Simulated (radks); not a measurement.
# Cs³⁺ in [Kr] 4d10 5s1.75 5p4 5d0.25: an all-electron calculation

Wanted: eigenvalues, radial structure and energy terms of the caesium ion Cs3+.

The numbers are computed with radks (a radial shooting solver on a logarithmic mesh, Libxc functionals) version 1 (scalar-relativistic Kohn-Sham, Wu-Cohen GGA, spin-polarised, spherical densities, point nucleus; open shells are filled with parallel spins first), except any that are marked as measured or tabulated.

### 1 What is computed

| Item | Value |
| --- | --- |
| element | caesium (Z = 55) |
| charge | +3 |
| electrons | 52 |
| configuration | [Kr] 4d10 5s1.75 5p4 5d0.25 |

### 2 The calculation

Settings of this run:

```text
Z 55
configuration [Kr] 4d10 5s1.75 5p4 5d0.25
relativity scalar-relativistic
functional wc,pbe
spin polarised
nucleus point
c 137.035999084
```

On the command line:

```bash
python run_ks.py task.json out
```

All runs below come from this command, one after another.

What does the calculation give?

As calculated:

| quantity | value |
| --- | --- |
| total energy | -7783.5891 hartree |
| exchange-correlation share of it | 2.44 % |
| −T/E | 1.0536 |
| highest occupied level | 5d up, -22.385 eV |
| most extended occupied level | 5d up, <r> = 2.56 bohr |
| radius at density 0.001 e/bohr³ | 3.67 bohr |
| maxima of the radial density | 4 |

What this shows: The radial density shows 4 maxima for 5 occupied principal shells; where shells overlap, one shows as a shoulder or not at all. −T/E is 1.054: with relativity the kinetic term as defined here no longer equals −E. This is not the tabulated ground configuration, so its levels and sizes aren't those of the ground state, and no measured value stands beside it.
